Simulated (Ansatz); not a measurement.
NbTe in Ansatz: convergence with ecutrho ratio

Input of the first run (ecutrho ratio 4); the others differ in this setting and in those tied to it:

input.yaml

```yaml
crystal:
  lattice:
    - [3.7029743866, 0.0, 0.0]
    - [-1.8514871933, 3.2068698884, 0.0]
    - [0.0, 0.0, 3.694211]
  atoms:
    - { symbol: Te, position: [0.6666666667, 0.3333333333, 0.0] }
    - { symbol: Nb, position: [0.0, 0.0, 0.5] }
hamiltonian:
  xc: pbe
  pseudopotentials: { kind: nc, accuracy: stringent }
kpoints:
  mp_grid: { grid: [7, 7, 6] }
scf:
  occupations: { method: gaussian, width: 0.05 }
output:
  forces: true
  stress: true
  eigenvalues: true
basis:
  ecutrho_ratio: 4
```

Potentials or basis: PseudoDojo stringent (PBE files).

Launch:

```console
$ ansatz run input.yaml --threads 2 --pin off --max-ram 5632MiB --backend cpu --events-out ev --progress --plain --runs-dir out
```

The cell comes from a database or a generator and needn't be the stable form of this composition.

Hardware: 2 threads of AMD EPYC 7R43 64-Core Processor (Zen 3) (shared host).

```csv
ecutrho ratio,"energy less the tightest run, at zero smearing (meV/atom)",SCF cycles,CPU time (s),peak memory (GiB)
4,0.00,8,8.9,0.48
5,0.00,8,8.9,0.5
6,0.00,8,9.2,0.55
8,0.00,8,9.8,0.66
10,0.00,8,9.8,0.72
12,0.00,8,10,0.79
```

Against the tightest run, the energy stays within 1 meV/atom from 4 on. The tightest run that finished is the yardstick and may itself not be fully converged.

The run has no spin-orbit coupling, so splittings on Te are missing.
